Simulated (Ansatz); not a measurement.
# CoO+ (singlet): wave-function methods side by side, def2-TZVPP

The task here is to estimate one member of a computed series from the others.

Program: Ansatz 0.2.0, Gaussian basis. Level of theory: def2-TZVPP, core rule «outside noble gas», up to 10 orbitals frozen. These are calculated values, not measurements.

To be run: UHF; CCSD(T) on RHF; CCSD(T) on UHF; CCSDT(Q) on RHF; CCSDT(Q) on UHF; CASSCF and NEVPT2, 14 electrons in 10 orbitals.

4 further runs of the same task are left out: 4 set aside as unsound or not needed.

**The system**

The geometry is a PBE0/def2-TZVP stationary point (not a proven minimum) of the parent state, kept for this charge and spin.

2 atoms, charge 1, spin multiplicity 1.

Atoms are counted from 1 here; the program's logs count them from 0.

Bond lengths: Co1–O2 1.703 Å.

The first run:

File in.yaml:

```yaml
crystal:
  periodic: [false, false, false]
  atoms:
    - {symbol: Co, position_ang: [0.000000, 0.000000, 0.000000]}
    - {symbol: O, position_ang: [0.000000, 0.000000, 1.703400]}
basis:
  gaussian: {orbitals: def2-TZVPP}
total_charge: 1
magnetization: {spin_polarized: true, initial_magnetization: 0}
hamiltonian: {xc: hf}
output: {orbitals: {seedname: orbitals}}
```

The run is started by

```sh
ansatz run in.yaml --threads 1 --pin off --events-out ev --progress --plain --max-ram 3968MiB --backend cpu
```

Steps of the session up to this table: UHF; CCSD(T) on RHF; CCSD(T) on UHF; CCSDT(Q) on RHF; CCSDT(Q) on UHF; CASSCF and NEVPT2, 14 electrons in 10 orbitals.

One table of the session follows, with a row left open; its other results are not shown here.

```
        method  from RCCSDT(Q) (meV)
           UHF              +14923.8
          RMP2                     ?
          UMP2               +2339.5
         RCCSD               +3456.1
         UCCSD               +1987.2
      RCCSD(T)                +691.8
      UCCSD(T)               +1175.4
        RCCSDT               +1933.9
        UCCSDT                +632.5
     RCCSDT(Q)                     0
     UCCSDT(Q)                -428.9
CASSCF valence              +13835.9
NEVPT2 valence               +2718.9
```

**Question.** Estimate the row for RMP2.

As computed: from RCCSDT(Q) (meV): +5132.6. In the column «from RCCSDT(Q) (meV)» it lies between RCCSD (+3456.1) and CASSCF valence (+13835.9).

Left out of the table: RHF (another determinant or state than the rows shown).

To keep in mind: The determinant is far from a pure spin state, so its energy mixes those of several spin states (harmless only where they are near-degenerate, as at dissociation). The report flags that the cluster equations may have other roots. The program flags RCCSD(T), UCCSD(T), RCCSDT(Q), UCCSDT(Q) as in doubt, so the zero of the table is itself unsure. Warnings: restricted reference is unstable; spin contamination; coupled cluster took another determinant than the lowest; large T1 diagnostic. Restricted and unrestricted rows rest on different reference determinants; where their highest levels disagree by more than a few hundredths of an eV, they describe different states and don't form one ladder.
